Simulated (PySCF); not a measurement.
# A gas-phase reaction: AlH5N2S + FH → AlFH4N2 + H2S

Wanted: the reaction energy for `[NH2][Al]([NH2])[SH]` + `F` → `[NH2][Al]([NH2])[F]` + `S`.

Programs: PySCF 2.14.0. All values are calculated, for the isolated system unless a continuum is named. Atoms count from 0, parts from 1.

## 1. Starting point

Each species was relaxed by itself at PBE0-D3(BJ)/def2-SVPD.

## 2. Reaction energy: wB97M-D3(BJ)/def2-TZVPD

The job: settings as JSON, then the geometry in Å.

```
{"job": {"kind": "react", "xc": "wB97M-D3(BJ)", "basis": "def2-TZVPD"}, "charge": 0, "multiplicity": 1}
-1 AlH5N2S charge 0 multiplicity 1
N     -0.939920    -1.050400     0.685880
Al     0.215050     0.062330    -0.078910
N     -0.309570     1.547940    -0.896350
S      2.371540    -0.372030    -0.045830
H     -0.695860    -1.933620     1.112180
H     -1.937340    -0.897380     0.753640
H      0.323410     2.229640    -1.292420
H     -1.267400     1.842580    -1.028810
H      2.239540    -1.427520     0.789010

-1 FH charge 0 multiplicity 1
F      0.457160    -0.002130    -0.051820
H     -0.457160     0.002130     0.051820

+1 AlFH4N2 charge 0 multiplicity 1
N     -1.265420    -0.721950     0.640930
Al    -0.106170     0.508580     0.124910
N      1.380440     0.176740    -0.772340
F     -0.441800     2.104800     0.514080
H     -1.190410    -1.714580     0.468440
H     -2.117720    -0.511940     1.142210
H      1.699990    -0.733420    -1.072810
H      2.041140     0.891940    -1.044250

+1 H2S charge 0 multiplicity 1
S     -0.012060     0.615310     0.012800
H     -0.978940    -0.326520    -0.010410
H      0.970770    -0.309890    -0.009010
```

With the program's defaults for keys left out, this is: wB97M-D3(BJ)/def2-TZVPD reaction energy of separated species, gas phase.

Command:

```console
$ OMP_NUM_THREADS=1 python cluster_run.py task.json out
```

This one command runs all jobs of the session in turn.

The program printed:

```text
species 1 (AlH5N2S)
coarse grid: 35272 points
cycle   1  E = -753.3662079925  dE =  1.261e-01  |g| = 5.568e-01  |ddm| = 2.334e+00
cycle   2  E = -753.3912099660  dE = -2.500e-02  |g| = 5.290e-01  |ddm| = 7.633e-01
cycle   3  E = -753.4459118983  dE = -5.470e-02  |g| = 4.351e-02  |ddm| = 3.279e-01
cycle   4  E = -753.4466391348  dE = -7.272e-04  |g| = 2.143e-02  |ddm| = 6.796e-02
cycle   5  E = -753.4467835549  dE = -1.444e-04  |g| = 5.029e-03  |ddm| = 2.709e-02
cycle   6  E = -753.4467957699  dE = -1.221e-05  |g| = 9.370e-04  |ddm| = 9.911e-03
cycle   7  E = -753.4467964499  dE = -6.800e-07  |g| = 2.897e-04  |ddm| = 2.421e-03
final grid: 72480 points
cycle   8  E = -753.4467884549  dE = -6.356e-08  |g| = 2.293e-04  |ddm| = 3.481e-03
cycle   9  E = -753.4467884600  dE = -5.099e-09  |g| = 2.258e-04  |ddm| = 5.837e-04
cycle  10  E = -753.4467884699  dE = -9.856e-09  |g| = 2.417e-05  |ddm| = 1.482e-04
cycle  11  E = -753.4467884703  dE = -3.793e-10  |g| = 1.233e-05  |ddm| = 8.783e-05
converged SCF energy = -753.4467884703

species 2 (FH)
coarse grid: 7776 points
cycle   1  E = -100.4688242392  dE = -9.408e-02  |g| = 4.644e-01  |ddm| = 6.197e-01
cycle   2  E = -100.4725053358  dE = -3.681e-03  |g| = 5.038e-01  |ddm| = 3.808e-01
cycle   3  E = -100.5053194406  dE = -3.281e-02  |g| = 2.574e-02  |ddm| = 1.678e-01
cycle   4  E = -100.5053954180  dE = -7.598e-05  |g| = 5.006e-03  |ddm| = 1.077e-02
cycle   5  E = -100.5054000590  dE = -4.641e-06  |g| = 4.334e-04  |ddm| = 3.766e-03
final grid: 16976 points
cycle   6  E = -100.5053933284  dE = -6.432e-08  |g| = 1.037e-04  |ddm| = 8.215e-04
cycle   7  E = -100.5053933319  dE = -3.462e-09  |g| = 7.678e-05  |ddm| = 2.165e-04
cycle   8  E = -100.5053933327  dE = -7.732e-10  |g| = 2.129e-05  |ddm| = 3.710e-05
converged SCF energy = -100.5053933327

species 3 (AlFH4N2)
coarse grid: 31784 points
cycle   1  E = -454.4238109889  dE =  7.600e-02  |g| = 7.396e-01  |ddm| = 2.224e+00
cycle   2  E = -454.4278420031  dE = -4.031e-03  |g| = 8.399e-01  |ddm| = 8.611e-01
cycle   3  E = -454.5326362693  dE = -1.048e-01  |g| = 5.446e-02  |ddm| = 3.890e-01
cycle   4  E = -454.5332959759  dE = -6.597e-04  |g| = 3.728e-02  |ddm| = 6.163e-02
cycle   5  E = -454.5335993612  dE = -3.034e-04  |g| = 7.589e-03  |ddm| = 2.476e-02
cycle   6  E = -454.5336200015  dE = -2.064e-05  |g| = 1.250e-03  |ddm| = 1.057e-02
cycle   7  E = -454.5336211924  dE = -1.191e-06  |g| = 3.028e-04  |ddm| = 2.557e-03
final grid: 66968 points
cycle   8  E = -454.5335695097  dE = -1.463e-07  |g| = 2.147e-04  |ddm| = 3.348e-03
cycle   9  E = -454.5335695182  dE = -8.468e-09  |g| = 2.136e-04  |ddm| = 5.339e-04
cycle  10  E = -454.5335695261  dE = -7.939e-09  |g| = 2.947e-05  |ddm| = 1.245e-04
cycle  11  E = -454.5335695268  dE = -7.155e-10  |g| = 1.475e-05  |ddm| = 9.639e-05
converged SCF energy = -454.5335695268

species 4 (H2S)
coarse grid: 11264 points
cycle   1  E = -399.4336012979  dE = -1.424e-01  |g| = 1.945e-01  |ddm| = 1.016e+00
cycle   2  E = -399.4459453178  dE = -1.234e-02  |g| = 1.106e-01  |ddm| = 2.399e-01
cycle   3  E = -399.4491446309  dE = -3.199e-03  |g| = 1.578e-02  |ddm| = 9.278e-02
cycle   4  E = -399.4492189709  dE = -7.434e-05  |g| = 4.851e-03  |ddm| = 1.790e-02
cycle   5  E = -399.4492312076  dE = -1.224e-05  |g| = 9.336e-04  |ddm| = 7.536e-03
cycle   6  E = -399.4492319388  dE = -7.312e-07  |g| = 1.776e-04  |ddm| = 2.124e-03
final grid: 22496 points
cycle   7  E = -399.4492197631  dE = -2.335e-08  |g| = 1.134e-04  |ddm| = 6.113e-04
cycle   8  E = -399.4492197661  dE = -2.988e-09  |g| = 6.804e-05  |ddm| = 1.503e-04
cycle   9  E = -399.4492197668  dE = -7.681e-10  |g| = 8.770e-06  |ddm| = 5.995e-05
converged SCF energy = -399.4492197668

Reaction energy = -18.472 kcal/mol
```

Run time: 31 s. Hardware: 1 thread of Arm Neoverse V2, shared host; peak memory 0.76 GiB.

Species by species (with the dispersion term, which the log's SCF energies lack):

```csv
ν,species,energy (Eh),HOMO (eV)
-1,[NH2][Al]([NH2])[SH],-753.45483,-9.50
-1,F,-100.50563,-14.54
+1,[NH2][Al]([NH2])[F],-454.53934,-9.76
+1,S,-399.45056,-9.89
```

## 3. Reaction energy: PBE0-D3(BJ)/def2-TZVPD

Same as in step 2 but for these lines:

```diff
@@ -1,2 +1,2 @@
-{"job": {"kind": "react", "xc": "wB97M-D3(BJ)", "basis": "def2-TZVPD"}, "charge": 0, "multiplicity": 1}
+{"job": {"kind": "react", "xc": "PBE0", "basis": "def2-TZVPD", "disp": "d3bj"}, "charge": 0, "multiplicity": 1}
 -1 AlH5N2S charge 0 multiplicity 1
```

Level: PBE0-D3(BJ)/def2-TZVPD reaction energy of separated species, gas phase.

The program printed:

```text
species 1 (AlH5N2S)
coarse grid: 8472 points
cycle   1  E = -752.8576676260  dE =  1.491e-01  |g| = 6.660e-01  |ddm| = 2.442e+00
cycle   2  E = -752.7529510274  dE =  1.047e-01  |g| = 9.625e-01  |ddm| = 1.044e+00
cycle   3  E = -752.9558536852  dE = -2.029e-01  |g| = 6.514e-02  |ddm| = 5.916e-01
cycle   4  E = -752.9568320854  dE = -9.784e-04  |g| = 3.248e-02  |ddm| = 9.506e-02
cycle   5  E = -752.9570783097  dE = -2.462e-04  |g| = 3.706e-03  |ddm| = 3.314e-02
cycle   6  E = -752.9570811240  dE = -2.814e-06  |g| = 1.427e-03  |ddm| = 5.618e-03
final grid: 72480 points
cycle   7  E = -752.9501863957  dE = -2.551e-05  |g| = 8.894e-03  |ddm| = 4.987e-02
cycle   8  E = -752.9501702075  dE =  1.619e-05  |g| = 1.222e-02  |ddm| = 1.281e-02
cycle   9  E = -752.9502010343  dE = -3.083e-05  |g| = 9.621e-04  |ddm| = 7.579e-03
cycle  10  E = -752.9502012007  dE = -1.664e-07  |g| = 1.420e-04  |ddm| = 7.844e-04
cycle  11  E = -752.9502012058  dE = -5.037e-09  |g| = 4.775e-05  |ddm| = 1.946e-04
cycle  12  E = -752.9502012063  dE = -5.377e-10  |g| = 1.916e-05  |ddm| = 4.903e-05
converged SCF energy = -752.9502012063

species 2 (FH)
coarse grid: 1712 points
cycle   1  E = -100.3540053845  dE = -3.605e-02  |g| = 4.957e-01  |ddm| = 6.253e-01
cycle   2  E = -100.3144913905  dE =  3.951e-02  |g| = 7.429e-01  |ddm| = 5.125e-01
cycle   3  E = -100.3937234838  dE = -7.923e-02  |g| = 2.284e-02  |ddm| = 2.892e-01
cycle   4  E = -100.3937990579  dE = -7.557e-05  |g| = 4.204e-03  |ddm| = 9.787e-03
cycle   5  E = -100.3938010411  dE = -1.983e-06  |g| = 3.552e-04  |ddm| = 1.247e-03
final grid: 16976 points
cycle   6  E = -100.3948394643  dE = -1.848e-05  |g| = 3.947e-03  |ddm| = 7.398e-03
cycle   7  E = -100.3948375933  dE =  1.871e-06  |g| = 5.423e-03  |ddm| = 3.311e-03
cycle   8  E = -100.3948415712  dE = -3.978e-06  |g| = 1.007e-04  |ddm| = 1.986e-03
cycle   9  E = -100.3948415725  dE = -1.316e-09  |g| = 1.791e-05  |ddm| = 3.973e-05
cycle  10  E = -100.3948415726  dE = -4.833e-11  |g| = 3.036e-06  |ddm| = 1.030e-05
converged SCF energy = -100.3948415726

species 3 (AlFH4N2)
coarse grid: 7320 points
cycle   1  E = -453.9778849847  dE =  1.255e-01  |g| = 8.498e-01  |ddm| = 2.341e+00
cycle   2  E = -453.8057189097  dE =  1.722e-01  |g| = 1.321e+00  |ddm| = 1.178e+00
cycle   3  E = -454.1126044135  dE = -3.069e-01  |g| = 6.771e-02  |ddm| = 6.922e-01
cycle   4  E = -454.1129964344  dE = -3.920e-04  |g| = 4.738e-02  |ddm| = 5.768e-02
cycle   5  E = -454.1133833007  dE = -3.869e-04  |g| = 5.632e-03  |ddm| = 2.456e-02
cycle   6  E = -454.1133901334  dE = -6.833e-06  |g| = 8.781e-04  |ddm| = 5.646e-03
final grid: 66968 points
cycle   7  E = -454.1095110673  dE = -3.490e-05  |g| = 7.568e-03  |ddm| = 3.334e-02
cycle   8  E = -454.1094980527  dE =  1.301e-05  |g| = 1.096e-02  |ddm| = 9.613e-03
cycle   9  E = -454.1095222998  dE = -2.425e-05  |g| = 4.115e-04  |ddm| = 5.938e-03
cycle  10  E = -454.1095223154  dE = -1.559e-08  |g| = 2.970e-04  |ddm| = 3.705e-04
cycle  11  E = -454.1095223278  dE = -1.238e-08  |g| = 4.228e-05  |ddm| = 1.503e-04
cycle  12  E = -454.1095223281  dE = -3.101e-10  |g| = 8.082e-06  |ddm| = 3.441e-05
converged SCF energy = -454.1095223281

species 4 (H2S)
coarse grid: 2864 points
cycle   1  E = -399.2518633683  dE = -9.250e-02  |g| = 1.630e-01  |ddm| = 1.023e+00
cycle   2  E = -399.2538576423  dE = -1.994e-03  |g| = 1.600e-01  |ddm| = 2.978e-01
cycle   3  E = -399.2614719006  dE = -7.614e-03  |g| = 1.497e-02  |ddm| = 1.477e-01
cycle   4  E = -399.2614865127  dE = -1.461e-05  |g| = 1.103e-03  |ddm| = 5.881e-03
cycle   5  E = -399.2614868931  dE = -3.804e-07  |g| = 6.136e-04  |ddm| = 1.717e-03
final grid: 22496 points
cycle   6  E = -399.2625176625  dE = -7.083e-06  |g| = 4.895e-03  |ddm| = 1.692e-02
cycle   7  E = -399.2625182947  dE = -6.322e-07  |g| = 3.959e-03  |ddm| = 6.696e-03
cycle   8  E = -399.2625212255  dE = -2.931e-06  |g| = 2.911e-04  |ddm| = 3.503e-03
cycle   9  E = -399.2625212533  dE = -2.778e-08  |g| = 3.583e-05  |ddm| = 2.358e-04
cycle  10  E = -399.2625212536  dE = -3.621e-10  |g| = 6.381e-06  |ddm| = 2.919e-05
converged SCF energy = -399.2625212536

Reaction energy = -15.982 kcal/mol
```

Run time: 14 s. Hardware: 1 thread of Arm Neoverse V2, shared host; peak memory 0.63 GiB.

Reaction energy at this level: -15.98 kcal/mol.

## 4. Comparing the runs

Energies in kcal/mol, with wall time:

```csv
run,reaction,time
wB97M-D3(BJ)/def2-TZVPD,-18.47,31 s
PBE0-D3(BJ)/def2-TZVPD,-15.98,14 s
```

## 5. Summary of results

| quantity | value |
| --- | --- |
| reaction energy (wB97M-D3(BJ)/def2-TZVPD) | -18.47 kcal/mol |
| ΔH, ΔG at 298 K (xTB thermal terms) | -19.3, -19.2 kcal/mol |
| range of the reaction energy over the runs of this table | -18.47 to -15.98 kcal/mol |

**Reading.** The reaction is exothermic by 19.3 kcal/mol in the gas phase; dispersion gives +0.73, and xTB itself gave -37.75 for the electronic energy (xTB energies and thermal terms come from the earlier relaxation of each species, not shown). No barrier was sought. xTB and this level differ widely in the electronic energy, so what comes from xTB (the thermal terms above all) is less safe here. The reaction energy runs from -18.47 (wB97M-D3(BJ)/def2-TZVPD) to -15.98 kcal/mol (PBE0-D3(BJ)/def2-TZVPD).
